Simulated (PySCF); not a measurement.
# HfS₂: structure of the singlet

Where does singlet HfS₂ go from a PBE0 minimum start, is the end point a minimum, and what are its modes, charges and moments?

Computed with PySCF 2.14.0. Level: PBE0, basis Hf def2-TZVP with ECP60, S def2-TZVP, scalar-relativistic core potentials, no spin–orbit coupling, density fitting.

### 1 The starting structure

3 atoms, charge 0, spin multiplicity 1.

Bond lengths: Hf1–S2 2.214 Å, Hf1–S3 2.214 Å. Angles: S2–Hf1–S3 110.8°.

Coordinates in bohr (charge 0 multiplicity 1):
```
Hf    0.6226    0.0000    0.0000
S    -1.7520    3.4442    0.0000
S    -1.7520   -3.4442    0.0000
```

### 2 First SCF at the start

One driver script runs all steps and calls PySCF; scf.py shows how it sets up the SCF of each step. The optimiser is the driver's own. After this first run the driver tries any further starts and a stability analysis.

scf.py

```python
from pyscf import gto, scf, dft
mol = gto.M(atom='''
Hf     0.329460     0.000000     0.000000
S     -0.927130     1.822580    -0.000000
S     -0.927130    -1.822580     0.000000''',
    basis={'Hf': 'def2-TZVP', 'S': 'def2-TZVP'},
    ecp={'Hf': 'def2-TZVP'},
    charge=0, spin=0)
mf = dft.RKS(mol, xc='PBE0')
mf.grids.atom_grid = (50, 194)
aux = {'Hf': 'def2-universal-JKFIT', 'S': 'def2-universal-JKFIT'}
mf = mf.density_fit(auxbasis=aux)
mf.conv_tol = 1e-08
mf.diis_space = 10
mf.max_cycle = 60
mf.init_guess = 'minao'
mf.verbose = 4
mf.kernel()
```

On the command line:

```
$ OMP_NUM_THREADS=4 python axn.py task.json out
```

The program printed:

```text
init E= -825.303639153193
  HOMO = -0.418661023663276  LUMO = -0.318357440630449  gap/eV = 2.72940
cycle= 1 E= -844.061943581814  delta_E= -18.8  |g|= 0.651  |ddm|= 8.34
  HOMO = -0.15221801108986  LUMO = -0.0995395058810473  gap/eV = 1.43346
cycle= 2 E= -844.023812321531  delta_E= 0.0381  |g|= 0.758  |ddm|= 1.37
  HOMO = -0.235822430532128  LUMO = -0.124207265009687  gap/eV = 3.03720
cycle= 3 E= -844.170371079443  delta_E= -0.147  |g|= 0.159  |ddm|= 0.772
  HOMO = -0.233701546276283  LUMO = -0.144530433593876  gap/eV = 2.42647
cycle= 4 E= -844.167932803297  delta_E= 0.00244  |g|= 0.181  |ddm|= 0.265
  HOMO = -0.237569642593006  LUMO = -0.134437378910153  gap/eV = 2.80637
cycle= 5 E= -844.178291844121  delta_E= -0.0104  |g|= 0.0182  |ddm|= 0.152
  HOMO = -0.236002432010218  LUMO = -0.133392158210776  gap/eV = 2.79217
cycle= 6 E= -844.178386563626  delta_E= -9.47e-05  |g|= 0.00333  |ddm|= 0.0181
  HOMO = -0.235865363566763  LUMO = -0.133222382813375  gap/eV = 2.79306
cycle= 7 E= -844.178391293142  delta_E= -4.73e-06  |g|= 0.000657  |ddm|= 0.00499
  HOMO = -0.235874201235388  LUMO = -0.133190961005985  gap/eV = 2.79415
cycle= 8 E= -844.178391827142  delta_E= -5.34e-07  |g|= 0.000219  |ddm|= 0.00244
  HOMO = -0.235866437453181  LUMO = -0.13316837374365  gap/eV = 2.79456
cycle= 9 E= -844.178391884589  delta_E= -5.74e-08  |g|= 7.03e-05  |ddm|= 0.000861
  HOMO = -0.235862851774927  LUMO = -0.133171137633047  gap/eV = 2.79438
cycle= 10 E= -844.178391888573  delta_E= -3.98e-09  |g|= 6.22e-06  |ddm|= 0.000195
  HOMO = -0.235863378968173  LUMO = -0.133170527154225  gap/eV = 2.79441
Extra cycle  E= -844.178391888603  delta_E= -2.91e-11  |g|= 8.77e-06  |ddm|= 2e-05
converged SCF energy = -844.178391888603
```

This step, with its further starts and checks, took 2.5 s on 4 threads of Arm Neoverse V2, shared host.

No lower closed-shell solution turned up in the test of internal stability.

### 3 Relaxing the singlet from the PBE0 minimum start

The program finds C2v symmetry in the start, which this walk keeps.

Changes to scf.py since step 2:

```diff
@@ -3,3 +3,3 @@
-Hf     0.329460     0.000000     0.000000
-S     -0.927130     1.822580    -0.000000
-S     -0.927130    -1.822580     0.000000''',
+Hf     0.329457     0.000000     0.000000
+S     -0.927133     1.822580     0.000000
+S     -0.927133    -1.822580     0.000000''',
@@ -16 +15,0 @@
-mf.init_guess = 'minao'
```

Steps of the walk:

| step | energy (Eh) | change (kJ/mol) | largest symmetric gradient (Eh/bohr) |
| --- | --- | --- | --- |
| 0 | -844.178392 | 0.00 | 0.00011 |

The walk took 1.2 s.

After 0 steps and 0.0 kJ/mol it ends at C2v: Hf–S 2.214 Å (×2); S–Hf–S 110.8°.

### 4 Frequencies

On the finer grid the gradient is checked again; gradients at displacements of ±0.02 bohr then give force constants and infrared intensities.

Changes to scf.py since step 3:

```diff
@@ -10 +10 @@
-mf.grids.atom_grid = (50, 194)
+mf.grids.atom_grid = (75, 302)
@@ -13 +13 @@
-mf.conv_tol = 1e-08
+mf.conv_tol = 1e-10
```

This SCF starts from the last density.

SCF at the final geometry:

```text
init E= -844.178600775656
  HOMO = -0.235863441722065  LUMO = -0.133175967218348  gap/eV = 2.79427
cycle= 1 E= -844.178600775638  delta_E= 1.81e-11  |g|= 9.53e-06  |ddm|= 1.21e-05
  HOMO = -0.23586499172559  LUMO = -0.133174808449598  gap/eV = 2.79434
Extra cycle  E= -844.178600775502  delta_E= 1.36e-10  |g|= 2.29e-05  |ddm|= 2.65e-05
converged SCF energy = -844.178600775502
```

The whole step took 16 s.

Geometry: C2v; Hf–S 2.214 Å (×2); S–Hf–S 110.8°.

Harmonic modes (main isotopes):

```
symmetry  ω (cm⁻¹)  IR (km/mol)  μ (u)     type
      a1       148          1.4  36.26     bend
      b2       492          102  38.04  stretch
      a1       509          7.7  35.42  stretch
```

No imaginary mode, so this is a minimum.

Constants and moments:

* Dipole moment: 7.11 D
* Highest occupied level: -6.42 eV
* Lowest empty level: -3.62 eV
* Rotational constants: 0.2263, 0.07936, 0.05876 cm⁻¹
* Zero-point energy: 6.9 kJ/mol
* Principal polarisabilities: 55.9, 73.6, 122.4 bohr³
* Atomisation energy without zero-point energy: 1020 kJ/mol
* Principal traceless quadrupole moments about the centre of mass: -16.20, 6.53, 9.68 D Å
* Entropy at 298.15 K and 1 bar: 300.7 J/(mol K)
* Heat capacity Cp at 298.15 K: 51.7 J/(mol K)
* Enthalpy at 298.15 K above 0 K: 12.79 kJ/mol
* Rotational symmetry number: 2

Populations by atom (charges in e):

| atom | Mulliken | Löwdin | polar tensor | Mayer order to Hf1 |
| --- | --- | --- | --- | --- |
| Hf1 | 0.85 | 0.05 | 1.33 | – |
| S2,3 | -0.42 | -0.03 | -0.67 | 2.29 |

Mulliken populations on Hf1 (outside its core potential): s 2.46, p 6.32, d 2.31, f 0.06.

### 5 Stability of the closed shell

At the lowest minimum the closed shell is tested against spin polarisation, on the (50, 194) grid. It is stable.

### 6 What came out

| quantity | value |
| --- | --- |
| minimum | singlet, C2v |
| geometry | Hf–S 2.214 Å (×2); S–Hf–S 110.8° |
| wavenumbers (cm⁻¹) | 148 (a1), 492 (b2), 509 (a1) |
| dipole moment | 7.11 D |
| highest occupied, lowest empty level | -6.42, -3.62 eV |
| polar-tensor charge of Hf1 | +1.33 e |
| zero-point energy | 6.9 kJ/mol |
| entropy at 298.15 K | 300.7 J/(mol K) |
| atomisation energy (no zero-point energy) | 1020 kJ/mol |

In words: The molecule stays C2v, as typed, and the end point is a minimum. The strongest infrared band lies at 492 cm⁻¹ (b2, stretch). With 7.1 D the molecule is strongly polar. Only this shape and spin were tried, so other structures or states may lie lower. With an element this heavy the missing spin–orbit coupling can shift these numbers.

The search up to here took 22 s on 4 threads of Arm Neoverse V2, shared host.
